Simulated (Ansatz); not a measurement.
# CH4AlClO: a ladder of functionals and wavefunction methods

An exercise on one series of results from a longer session: the logs are not shown, and one member is left open.

Computed with Ansatz 0.2.0, Gaussian basis. Level: functionals in def2-TZVPP, the program's frozen cores in correlated methods.

The runs, in order: LDA (SPW92), PBE-D4, revPBE-D4, BLYP-D4, r2SCAN-D4, B97M-V, PBE0-D4, B3LYP-D4, r2SCANh-D4, r2SCAN0-D4, HSE06-D4, BHLYP-D4, CAM-B3LYP-D4, LC-ωPBE, ωB97X-V, ωB97M-V, B2PLYP, PBE-QIDH; CCSD(T)/def2-SVP; CCSD(T)/def2-TZVPP; CCSD(T)/def2-QZVPP; extrapolation to the limit; RPA on PBE.

**The geometry**

All runs share one geometry, relaxed beforehand with PBE0-D4 in a triple-zeta def2 set.

SMILES `C[O][AlH][Cl]`, 8 atoms, charge 0, spin multiplicity 1.

Atoms are counted from 1 here; the program's logs count them from 0.

Bond lengths: C1–O2 1.400 Å, C1–H5 1.094 Å, C1–H6 1.096 Å, C1–H7 1.094 Å, O2–Al3 1.672 Å, Al3–Cl4 2.097 Å, Al3–H8 1.563 Å. Angles: O2–C1–H5 109.9°, O2–C1–H6 112.3°, O2–C1–H7 109.8°, H5–C1–H6 108.3°, H5–C1–H7 108.0°, H6–C1–H7 108.3°, C1–O2–Al3 136.5°, O2–Al3–Cl4 118.9°, O2–Al3–H8 119.8°, Cl4–Al3–H8 121.3°.

Set-up of the first run:

File in.yaml:

```yaml
crystal:
  periodic: [false, false, false]
  atoms:
    - {symbol: C, position_ang: [0.132232, 1.250623, 0.263001]}
    - {symbol: O, position_ang: [0.645290, 0.051987, -0.246044]}
    - {symbol: Al, position_ang: [0.103413, -1.519677, -0.426623]}
    - {symbol: Cl, position_ang: [-1.828977, -2.007773, 0.224422]}
    - {symbol: H, position_ang: [0.118428, 2.012381, -0.522456]}
    - {symbol: H, position_ang: [-0.886521, 1.136165, 0.649967]}
    - {symbol: H, position_ang: [0.770224, 1.612626, 1.074965]}
    - {symbol: H, position_ang: [1.038010, -2.593332, -1.072933]}
basis:
  gaussian: {orbitals: def2-TZVPP}
hamiltonian: {xc: lda}
output: {orbitals: {seedname: orbitals}}
```

Command:

```sh
ansatz run in.yaml --threads 2 --pin off --events-out ev --progress --plain --max-ram 32768MiB --backend cpu
```

Steps of the session up to this table: LDA; PBE-D4 (GGA); revPBE-D4 (GGA); BLYP-D4 (GGA); r2SCAN-D4 (meta-GGA); B97M-V (meta-GGA); B3LYP-D4 (hybrid); r2SCANh-D4 (hybrid); r2SCAN0-D4 (hybrid); HSE06-D4 (hybrid); BHLYP-D4 (hybrid); CAM-B3LYP-D4 (range-separated); LC-ωPBE (range-separated); ωB97X-V (range-separated); ωB97M-V (range-separated); B2PLYP (double hybrid); PBE-QIDH (double hybrid).

One table of the session follows, with a row left open; its other results are not shown here.

It belongs to the step «Orbital energies across the functionals». 

```
  functional  HOMO (eV)  gap (eV)
 LDA (SPW92)      -7.11      5.36
      PBE-D4      -6.96      5.44
   revPBE-D4      -6.90      5.49
     BLYP-D4      -6.86      5.46
   r2SCAN-D4      -7.27      6.12
      B97M-V      -7.37      6.00
     PBE0-D4      -8.47      7.72
    B3LYP-D4      -8.23      7.27
  r2SCANh-D4          ?         ?
  r2SCAN0-D4      -8.70      8.17
    HSE06-D4      -8.06      6.94
    BHLYP-D4      -9.93      9.94
CAM-B3LYP-D4      -9.93     10.11
     LC-ωPBE     -11.32     12.60
     ωB97X-V     -10.96     12.12
     ωB97M-V     -10.87     11.73
```

Estimate the missing values for r2SCANh-D4.

Worked estimate for «HOMO (eV)». Against the share of exact exchange, r2SCAN-D4 (0, -7.27), r2SCAN0-D4 (0.25, -8.70) give a slope of -5.72 per unit share; at 0.1 the line stands at -7.84.

**Answer.** HOMO (eV): -7.84; gap (eV): 6.94. In «HOMO (eV)» the line misses by 0.00.
